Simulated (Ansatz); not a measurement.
## WC, space group Fm-3m: a supercell folding check, step by step

With Ansatz 0.2.0 through its Python package.

Run as a notebook:

**Cell 1**
```python
import warnings

import ansatz as az
from pymatgen.core import Lattice, Structure
from pymatgen.io.ase import AseAtomsAdaptor
```

**Cell 2**
```python
warnings.simplefilter("ignore", az.DeckWarning)
```

**Cell 3**
```python
pmg_structure = Structure(
    Lattice([(0.0, 2.192684, 2.192684), (2.192684, 0.0, 2.192684), (2.192684, 2.192684, 0.0)]),
    ["W", "C"],
    [
        (0.0, 0.0, 0.0),
        (0.5, 0.5, 0.5),
    ],
)
crystal = az.Crystal.from_ase(AseAtomsAdaptor.get_atoms(pmg_structure))
```

**Cell 4**
```python
mesh = (8, 8, 8)
rows = []
for repeats in [(1, 1, 1), (2, 1, 1)]:
    calculation = (
        crystal.supercell(*repeats).calculation()
        .occupations("fermi_dirac", width=0.1)
        .functional("r2scan")
        .basis(650)
        .kpoints(*(k // n for k, n in zip(mesh, repeats)))
    )
    rep = calculation.run(threads=1, backend="cpu").report
    n = len(rep["lattice"]["sites"])
    rows.append((repeats, n, rep["free_energy_ev"] / n, rep["fermi_energy_ev"], rep["n_kpoints"], rep["n_symmetry_ops"]))
lines = [",".join(["repeats", "atoms", "F/atom eV", "Fermi level eV", "k-points", "symmetry operations"])] + [",".join(f"{v:.4f}" if isinstance(v, float) else str(v) for v in row) for row in rows]
print("\n".join(lines))
with open("fold.csv", "w") as handle:
    handle.write("\n".join(lines) + "\n")
```
Output:
```text
repeats,atoms,F/atom eV,Fermi level eV,k-points,symmetry operations
(1, 1, 1),2,-5324.1723,21.8953,29,48
(2, 1, 1),4,-5324.1723,21.8952,35,24
```

Caveats:
- Total energies depend on the potentials; only differences at equal settings carry meaning.
- For a metal this k-point mesh is coarse: on a finer one energies can move by several to tens of meV an atom and pressures by half a GPa or more, differences at one mesh by less.
- Spin-orbit coupling, which matters for elements this heavy, is left out.
- This cell is a computed structure, which may not be the phase found in nature.
- The count of operations in a supercell holds its pure translations too, and an uneven repeat can lower the point group.
- Hardware and time: 19 s on 1 thread of Arm Neoverse N1 (shared host), peak memory 0.59 GiB.

(Lines on the test bed's own set-up are left out of the output.)
